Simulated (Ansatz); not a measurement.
**C2H5AlF2: up Jacob's ladder to CCSD(T)**

The task here is to estimate one member of a computed series from the others.

Computed with Ansatz 0.2.0, Gaussian basis. Level: functionals in def2-TZVPP, the program's frozen cores in correlated methods.

Plan: PBE-D4, r2SCAN-D4, PBE0-D4, B3LYP-D4, ωB97X-V, ωB97M-V, B2PLYP; CCSD(T)/def2-TZVPP; MP2/def2-QZVPP; extrapolation to the limit.

## The relaxed structure

The geometry comes from an earlier relaxation with PBE0-D4 in a triple-zeta def2 set; it is a stationary point, not always the lowest conformer.

SMILES `[CH3][Al]([F])[CH2]F`, 10 atoms, charge 0, spin multiplicity 1.

Atoms are counted from 1 here; the program's logs count them from 0.

Bond lengths: C1–Al2 1.935 Å, C1–H6 1.093 Å, C1–H7 1.093 Å, C1–H8 1.095 Å, Al2–F3 1.656 Å, Al2–C4 1.976 Å, C4–F5 1.402 Å, C4–H9 1.097 Å, C4–H10 1.097 Å. Angles: Al2–C1–H6 111.7°, Al2–C1–H7 111.4°, Al2–C1–H8 110.5°, H6–C1–H7 108.8°, H6–C1–H8 107.0°, H7–C1–H8 107.3°, C1–Al2–F3 120.1°, C1–Al2–C4 125.5°, F3–Al2–C4 114.4°, Al2–C4–F5 109.6°, Al2–C4–H9 112.7°, Al2–C4–H10 112.7°, F5–C4–H9 107.7°, F5–C4–H10 107.7°, H9–C4–H10 106.0°.

Set-up of the first run:

File in.yaml:

```yaml
crystal:
  periodic: [false, false, false]
  atoms:
    - {symbol: C, position_ang: [0.289039, -1.284421, 1.162660]}
    - {symbol: Al, position_ang: [0.507418, -0.212572, -0.433034]}
    - {symbol: F, position_ang: [1.651635, -0.621726, -1.557993]}
    - {symbol: C, position_ang: [-0.552480, 1.390940, -0.892685]}
    - {symbol: F, position_ang: [-1.489197, 1.643248, 0.119937]}
    - {symbol: H, position_ang: [1.249349, -1.636610, 1.547702]}
    - {symbol: H, position_ang: [-0.222106, -0.726621, 1.950839]}
    - {symbol: H, position_ang: [-0.314403, -2.172740, 0.948154]}
    - {symbol: H, position_ang: [-1.101889, 1.279716, -1.835420]}
    - {symbol: H, position_ang: [0.065834, 2.289584, -1.007159]}
basis:
  gaussian: {orbitals: def2-TZVPP}
hamiltonian: {xc: pbe, dispersion: d4}
output: {forces: true, orbitals: {seedname: orbitals}}
```

Launch:

```sh
$ ansatz run in.yaml --threads 4 --pin off --events-out ev --progress --plain --max-ram 10444MiB
```

Among the steps run: PBE-D4 (GGA); r2SCAN-D4 (meta-GGA); PBE0-D4 (hybrid); B3LYP-D4 (hybrid); ωB97X-V (range-separated); ωB97M-V (range-separated); B2PLYP (double hybrid); CCSD(T) in def2-TZVPP; MP2 in def2-QZVPP.

One of the session's tables, all rows but one given; the rest of the session is left out.

It belongs to the step «Atomisation energies». 

| method | atomisation energy (eV) |
| --- | --- |
| PBE-D4 | 39.486 |
| r2SCAN-D4 | 38.980 |
| PBE0-D4 | 38.734 |
| B3LYP-D4 | 38.753 |
| ωB97X-V | ? |
| ωB97M-V | 38.939 |
| B2PLYP | 38.483 |
| HF/def2-TZVPP | 28.941 |
| MP2/def2-TZVPP | 38.762 |
| CCSD/def2-TZVPP | 37.420 |
| CCSD(T)/def2-TZVPP | 37.932 |
| MP2/CBS | 39.757 |
| CCSD(T)/CBS | 38.927 |

**Question.** Estimate the row for ωB97X-V.

The run gave: atomisation energy (eV): 38.901. In the column «atomisation energy (eV)» it lies between MP2/def2-TZVPP (38.762) and CCSD(T)/CBS (38.927).

To keep in mind: Free atoms (2 C, 1 Al, 2 F, 5 H) were run apart at each level; the atomisation energy is their sum less the molecule, without zero-point or spin-orbit terms.
